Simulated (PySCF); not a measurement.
**C₃H₆OSi: geometry, spin-spin couplings**

What spin-spin couplings should C₃H₆OSi (`C=C[SiH2]C=O`) show?

Computed with PySCF 2.14.0, with density-fitted response routines of our own, on a single molecule in the gas phase. Atoms count from 0, in the outputs and in this text.

## (1) Starting geometry

11 atoms, charge 0, multiplicity 1; geometry from: GFN2-xTB. The atoms were then displaced at random by about 0.01 Å, so the start is not that level's minimum.

Bonds of the start (Å): C0–C1 1.30, C1–Si2 1.87, Si2–C3 1.97, C3–O4 1.19, C0–H5 1.08, C0–H6 1.10, C1–H7 1.07, Si2–H8 1.45, Si2–H9 1.46, C3–H10 1.10.

## (2) Geometry optimisation at PBE0-D3(BJ)/def2-SVP

Job settings and geometry (Å):

```
{"job": {"xc": "PBE0", "basis": "def2-SVP", "d3": "d3bj", "grid": 1, "shake": 0.01, "kind": "geom"}, "charge": 0, "multiplicity": 1}
C     -1.760640     0.746920    -0.708970
C     -1.072820     0.056460     0.144940
Si     0.542020    -0.800360    -0.254980
C      1.910860     0.033850     0.882580
O      2.432100    -0.527300     1.789170
H     -1.471370     0.912590    -1.737840
H     -2.701090     1.247160    -0.440830
H     -1.427100    -0.033400     1.155070
H      0.971870    -0.531550    -1.609260
H      0.502430    -2.225870     0.079540
H      2.111860     1.095670     0.684910
```

Run with:

```console
$ OMP_NUM_THREADS=1 python probes_run.py task.json out
```

This one command runs all jobs of the session in turn.

The log of the run:

```text
step   0  E = -482.00663606  max force = 0.036957
step   1  E = -482.01249545  max force = 0.006097
step   2  E = -482.01265242  max force = 0.001422
step   3  E = -482.01273971  max force = 0.001511
step   4  E = -482.01276882  max force = 0.000656
step   5  E = -482.01278780  max force = 0.000506
step   6  E = -482.01280239  max force = 0.000446
optimisation converged
```

Run time: 15 s. Hardware: 1 thread of AMD EPYC 9R45, shared host; peak memory 0.43 GiB.

Relaxation path:

```csv
step,energy from step 0 (eV),largest force component (eV/Å)
0,0.0000,1.9004
1,-0.1594,0.3135
2,-0.1637,0.0731
3,-0.1661,0.0777
4,-0.1669,0.0337
5,-0.1674,0.0260
6,-0.1678,0.0229
```

Close pairs (by a distance rule), those that changed most:

```csv
bond,before (Å),after (Å),change (Å)
Si2–H8,1.446,1.497,+0.051
C0–C1,1.296,1.339,+0.043
C3–H10,1.099,1.130,+0.031
Si2–C3,1.966,1.936,-0.030
Si2–H9,1.465,1.491,+0.026
C1–H7,1.074,1.098,+0.024
C3–O4,1.187,1.205,+0.018
C0–H5,1.082,1.096,+0.014
```

The next job starts from the end point, and lists it.

```csv
at the end point,value
point group (found at 0.08 Å tolerance),C1
"rotational constants (GHz, main isotopes)","10.444, 1.899, 1.774"
dipole moment (D),2.67
```

## (3) Indirect couplings: B3LYP/6-31G*

Job settings and geometry (Å):

```
{"job": {"kind": "j", "xc": "B3LYP", "basis": "6-31G*"}, "charge": 0, "multiplicity": 1}
C     -1.635252     0.868549    -0.930835
C     -0.953256     0.152434    -0.028281
Si     0.746822    -0.549876    -0.346959
C      1.996083     0.368660     0.812240
O      2.525820    -0.154823     1.759694
H     -1.235440     1.068555    -1.931400
H     -2.624697     1.286177    -0.715004
H     -1.409976    -0.015284     0.956584
H      1.125080    -0.261578    -1.766292
H      0.824415    -2.008919    -0.048699
H      2.198336     1.456616     0.584775
```

Level: B3LYP/6-31G* indirect spin-spin coupling, non-relativistic, gas phase.

The log of the run:

```text
coarse grid: 9688 points
cycle   1  E = -482.5004661237  dE =  4.097e-01  |g| = 8.024e-01  |ddm| = 3.056e+00
cycle   2  E = -481.9433316597  dE =  5.571e-01  |g| = 1.807e+00  |ddm| = 2.152e+00
cycle   3  E = -482.6330234162  dE = -6.897e-01  |g| = 1.587e-01  |ddm| = 1.639e+00
cycle   4  E = -482.6383635405  dE = -5.340e-03  |g| = 7.920e-02  |ddm| = 2.166e-01
cycle   5  E = -482.6398558380  dE = -1.492e-03  |g| = 2.299e-02  |ddm| = 7.722e-02
cycle   6  E = -482.6399803641  dE = -1.245e-04  |g| = 7.737e-03  |ddm| = 2.206e-02
cycle   7  E = -482.6399954621  dE = -1.510e-05  |g| = 1.842e-03  |ddm| = 7.141e-03
cycle   8  E = -482.6399962561  dE = -7.940e-07  |g| = 5.358e-04  |ddm| = 2.313e-03
final grid: 88992 points
cycle   9  E = -482.5878313569  dE = -6.024e-06  |g| = 4.489e-03  |ddm| = 1.180e-02
cycle  10  E = -482.5878242647  dE =  7.092e-06  |g| = 7.360e-03  |ddm| = 9.444e-03
cycle  11  E = -482.5878361198  dE = -1.186e-05  |g| = 1.715e-03  |ddm| = 5.897e-03
cycle  12  E = -482.5878367325  dE = -6.127e-07  |g| = 1.112e-04  |ddm| = 1.349e-03
cycle  13  E = -482.5878367359  dE = -3.395e-09  |g| = 4.015e-05  |ddm| = 1.824e-04
cycle  14  E = -482.5878367363  dE = -3.986e-10  |g| = 1.753e-05  |ddm| = 5.502e-05
converged SCF energy = -482.5878367363

Indirect spin-spin couplings (Hz)
  i      j    bonds     total        FC       PSO       DSO        SD
  0 C    1 C    1     76.753    85.188    -8.561     0.127         -
  0 C    2 Si   2      0.774     0.849    -0.072     0.030    -0.032
  0 C    3 C    3      3.692     3.699     0.018    -0.025         -
  0 C    5 H    1    169.189   168.574     0.007     0.608         -
  0 C    6 H    1    166.128   165.554     0.004     0.570         -
  0 C    7 H    2     -7.417    -5.573    -1.351    -0.493         -
  0 C    8 H    3      3.465     3.589    -0.135     0.011         -
  0 C    9 H    3      6.413     6.666     0.103    -0.356         -
  0 C   10 H    4      0.769     0.792     0.031    -0.054         -
  1 C    2 Si   1    -66.530   -67.183     1.825    -0.088    -1.084
  1 C    3 C    2      1.435     1.488    -0.080     0.027         -
  1 C    4 O    3     -0.902    -0.909    -0.016     0.023         -
  1 C    5 H    2     -1.425     0.307    -1.255    -0.477         -
  1 C    6 H    2     -5.135    -3.397    -1.217    -0.521         -
  1 C    7 H    1    157.158   156.180     0.143     0.836         -
  1 C    8 H    2      2.649     2.974    -0.140    -0.185         -
  1 C    9 H    2      3.523     3.790    -0.068    -0.199         -
  1 C   10 H    3     -0.485    -0.501     0.028    -0.012         -
  2 Si   3 C    1    -63.673   -62.667     0.610    -0.106    -1.510
  2 Si   4 O    2      6.326     4.275     0.819    -0.023     1.255
  2 Si   5 H    3     -8.874    -8.942     0.050    -0.006     0.025
  2 Si   6 H    3    -15.062   -15.192    -0.159     0.297    -0.008
  2 Si   7 H    2     -8.010    -8.425     0.303     0.168    -0.057
  2 Si   8 H    1   -174.527  -174.844     0.936    -0.264    -0.355
  2 Si   9 H    1   -193.401  -193.717     0.993    -0.257    -0.420
  2 Si  10 H    2    -45.740   -45.876     0.021     0.127    -0.011
  3 C    4 O    1     20.677    -2.201    22.932    -0.053         -
  3 C    5 H    4     -1.124    -1.050    -0.013    -0.061         -
  3 C    6 H    4     -0.632    -0.549     0.079    -0.162         -
  3 C    7 H    3      0.191     0.133     0.030     0.028         -
  3 C    8 H    2      7.052     7.218    -0.111    -0.056         -
  3 C    9 H    2      3.079     3.258    -0.045    -0.134         -
  3 C   10 H    1    149.381   149.735    -1.350     0.995         -
  4 O    8 H    3     -2.115    -2.467     0.137     0.216         -
  4 O    9 H    3     -0.416    -0.389    -0.046     0.019         -
  4 O   10 H    2      0.336    -4.313     4.287     0.362         -
  5 H    6 H    2      0.962     2.198     2.008    -3.243         -
  5 H    7 H    3     18.379    20.095     1.391    -3.107         -
  5 H    8 H    4      0.539    -0.177    -0.656     1.371         -
  5 H    9 H    4     -1.992    -1.097     0.295    -1.189         -
  5 H   10 H    5     -0.193    -0.147    -0.035    -0.012         -
  6 H    7 H    3     13.538    14.191    -0.105    -0.548         -
  6 H    8 H    4     -0.836    -0.268     0.640    -1.208         -
  6 H    9 H    4     -0.552     0.186     0.565    -1.303         -
  6 H   10 H    5     -0.339    -0.077     0.293    -0.555         -
  7 H    8 H    3      6.909     8.329     0.835    -2.255         -
  7 H    9 H    3      0.066     0.422     0.130    -0.486         -
  7 H   10 H    4     -0.194     0.061     0.318    -0.572         -
  8 H    9 H    2      7.866     9.630     0.155    -1.919         -
  8 H   10 H    3     -1.900    -1.756     0.027    -0.172         -
  9 H   10 H    3      5.070     6.379     0.814    -2.123         -
```

It took 3.8 s on 1 thread of AMD EPYC 9R45, shared host; peak memory 0.48 GiB.

This basis has no tight s functions, so the Fermi-contact terms are rough.

Couplings of 1 Hz or more, nine at most for each number of bonds, with means over like pairs (isotopes 13C, 1H, 17O, 29Si):

```csv
pair,bonds,J (Hz),Fermi contact (Hz),dihedral (°)
Si2–H8,1,-184.0,-184.3,–
C0–H5,1,169.2,168.6,–
C0–H6,1,166.1,165.6,–
C1–H7,1,157.2,156.2,–
C3–H10,1,149.4,149.7,–
C0–C1,1,76.8,85.2,–
C1–Si2,1,-66.5,-67.2,–
Si2–C3,1,-63.7,-62.7,–
C3–O4,1,20.7,-2.2,–
Si2–H10,2,-45.7,-45.9,–
Si2–H7,2,-8.0,-8.4,–
H8–H9,2,7.9,9.6,–
C0–H7,2,-7.4,-5.6,–
Si2–O4,2,6.3,4.3,–
C1–H6,2,-5.1,-3.4,–
C3–H8,2,5.1,5.2,–
C1–H8,2,3.1,3.4,–
C1–C3,2,1.4,1.5,–
H5–H7,3,18.4,20.1,-180
Si2–H6,3,-15.1,-15.2,-179
H6–H7,3,13.5,14.2,0
Si2–H5,3,-8.9,-8.9,1
C0–H8,3,4.9,5.1,–
C0–C3,3,3.7,3.7,113
H7–H8,3,3.5,4.4,–
H8–H10,3,1.6,2.3,–
O4–H8,3,-1.3,-1.4,–
C3–H5,4,-1.1,-1.1,–
```

The spin-dipole term was solved for some atoms only; pairs without it lack that part.

The response was solved for the nuclei of C, H, Si alone, so couplings that need other nuclei can be missing.

Quadrupole couplings from the field gradients of the same density:

```csv
atom,isotope,eQq/h (MHz),η
O4,17O,12.3,0.58
```

## (4) What came out

| quantity | value |
| --- | --- |
| point group | C1 |
| rotational constants (main isotopes) | 10.44, 1.90, 1.77 GHz |
| largest coupling of the table (B3LYP/6-31G*) | ¹J(Si,H) Si2–H8, -184.0 Hz |

What this shows: Over 6 steps the energy fell by 0.168 eV; of the close pairs, Si2–H8 changed most, 1.446 to 1.497 Å. Of the pairs tabulated at B3LYP/6-31G*, Si2–H8 (mean over like pairs) couples most strongly (-184.0 Hz; Fermi contact -184.3 Hz). Couplings across rotatable bonds belong to this one conformer; where others are populated, the observed values are averages. Couplings from bases without tight functions are rough.
